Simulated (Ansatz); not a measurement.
**MgI2: a single-point run**

Aim: a sound single-point run of MgI2. The structure is shown as the input types it.

The COD entry's cell or inner coordinates are ideal or old and differ from later refinements, so a difference from it is no clean test against experiment.

Program: Ansatz 0.2.0. Level of theory: density functional or hybrid calculation with the settings of its input, plane waves (as first typed). These are calculated values, not measurements.

2 further runs of the same task are left out: 1 for a known fault of the program, 1 that didn't finish.

## Step 1: The system as given

Symmetry: P-3m1, No. 164, trigonal system. The conventional cell has a = 4.157 Å, b = 4.157 Å, c = 6.876 Å, α = 90.00°, β = 90.00°, γ = 120.00°. Mg (site symmetry -3m) is surrounded by 6 I at 2.92 Å. I (site symmetry 3m) has 3 Mg at 2.92 Å as nearest neighbours.

Structure file:

```
Mg I
1.0
     4.15664    0.00000    0.00000
    -2.07832    3.59975    0.00000
     0.00000    0.00000    6.87561
Mg I
1 2
Cartesian
  0.0000 0.0000 0.0000
  0.0000 2.3998 1.6678
  2.0783 1.1999 5.2078
```

## Step 2: The calculation

Input file input.yaml:

```yaml
crystal:
  lattice:
    - [4.1566377674, 0.0, 0.0]
    - [-2.0783188837, 3.5997539009, 0.0]
    - [0.0, 0.0, 6.8756118848]
  atoms:
    - { symbol: Mg, position: [0.0, 0.0, 0.0] }
    - { symbol: I, position: [0.3333333333, 0.6666666667, 0.2425739818] }
    - { symbol: I, position: [0.6666666667, 0.3333333333, 0.7574260182] }
kpoints:
  mp_grid: { grid: [6, 6, 4] }
hamiltonian:
  xc: r2scan
scf:
  occupations: { method: fixed }
  n_extra_bands: 4
  convergence: { dr2_threshold: 0.0 }
  max_iter: 57
output:
  forces: true
  stress: true
  eigenvalues: true
```

On the command line:

```bash
$ ansatz run input.yaml --threads 4 --pin off --max-ram 3686MiB --backend cpu --events-out ev --progress --plain --runs-dir out
```

Q: Will this input give a usable result? If not, why, and what should change?

Nothing was computed: the input was turned down at the start. Its message: «invalid value for `scf.convergence.dr2_threshold`: must be finite and > 0; got 0 eV»

Look at the input: scf.convergence.dr2_threshold is 0.0. The program checks this value's range before starting, and it fails the check.

Remedy: delete scf.convergence.dr2_threshold (the default then holds).
